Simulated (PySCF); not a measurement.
# Solver options tried on S⁻

The same problem is solved with other solver options, one edit a run.

The runs use PySCF 2.14.0; method and basis as typed in the scripts.

1 further run of the same task is left out (it didn't finish).

## Step 1: The atom

S⁻: 1 atom, charge -1, spin multiplicity 2.

## Step 2: The base run

File input.py:

```python
from pyscf import gto, dft

mol = gto.M(
    atom='S 0 0 0',
    basis='3-21g',
    charge=-1,
    spin=1,
    verbose=3,
)
mf = dft.UKS(mol, xc='blyp')
mf.kernel()
mf.dip_moment()
print('orbital energies (hartree):', [e[max(0, n-3):n+3].round(4) for e, n in zip(mf.mo_energy, mol.nelec)])
```

On the command line:

```
$ python input.py
```

The log of this run is left out.

It gives: E(SCF) = -396.183844 Eh, ⟨S²⟩ = 0.750.

## Step 3: Smearing width 0.05 hartree

Run 1 changes smearing width: none → 0.05 hartree.

File input.py:

```python
from pyscf import gto, dft, scf

mol = gto.M(
    atom='S 0 0 0',
    basis='3-21g',
    charge=-1,
    spin=1,
    verbose=3,
)
mf = dft.UKS(mol, xc='blyp')
mf = scf.addons.smearing_(mf, sigma=0.05, method='fermi')
mf.kernel()
mf.dip_moment()
print('orbital energies (hartree):', [e[max(0, n-3):n+3].round(4) for e, n in zip(mf.mo_energy, mol.nelec)])
```

On the command line:

```
$ python input.py
```

## Step 4: Initial guess 1e

Run 2 changes initial guess: minao → 1e.

input.py: that of step 2 with these lines changed.

```diff
@@ -10,2 +10,3 @@
 mf = dft.UKS(mol, xc='blyp')
+mf.init_guess = '1e'
 mf.kernel()
```

## Step 5: Level shift 0.3 hartree

Run 3 changes level shift: none → 0.3 hartree.

input.py: that of step 2 with these lines changed.

```diff
@@ -10,2 +10,3 @@
 mf = dft.UKS(mol, xc='blyp')
+mf.level_shift = 0.3
 mf.kernel()
```

## Step 6: DIIS space 2

Run 4 changes DIIS space: default → 2.

input.py: that of step 2 with these lines changed.

```diff
@@ -10,2 +10,3 @@
 mf = dft.UKS(mol, xc='blyp')
+mf.diis_space = 2
 mf.kernel()
```

## Step 7: Second-order solver on

Run 5 changes second-order solver: off → on.

input.py: that of step 2 with these lines changed.

```diff
@@ -10,2 +10,3 @@
 mf = dft.UKS(mol, xc='blyp')
+mf = mf.newton()
 mf.kernel()
```

## Step 8: DIIS space 12

Run 6 changes DIIS space: default → 12.

input.py: that of step 2 with these lines changed.

```diff
@@ -10,2 +10,3 @@
 mf = dft.UKS(mol, xc='blyp')
+mf.diis_space = 12
 mf.kernel()
```

What does the calculation give? Wanted: for each run, E(SCF); from base; gap, α spin.

**Answer**, as computed:

| run | E(SCF) (hartree) | from base (eV) | gap, α spin (eV) |
| --- | --- | --- | --- |
| base | -396.183844 | 0 | 15.23 |
| smearing width 0.05 hartree | -396.177734 | not comparable | n/a |
| initial guess 1e | -396.183844 | 0.0000 | 15.23 |
| level shift 0.3 hartree | -396.183844 | 0.0000 | 15.23 |
| DIIS space 2 | -396.183844 | 0.0000 | 15.23 |
| second-order solver on | -396.183844 | 0.0000 | 15.23 |
| DIIS space 12 | -396.183844 | 0.0000 | 15.23 |

**Reading.** The highest filled level of this anion is positive: the basis lacks diffuse functions or the electron is not bound, so these numbers hang on the basis. No change of the SCF energy comes from initial guess 1e or level shift 0.3 hartree or DIIS space 2 or second-order solver on or DIIS space 12.
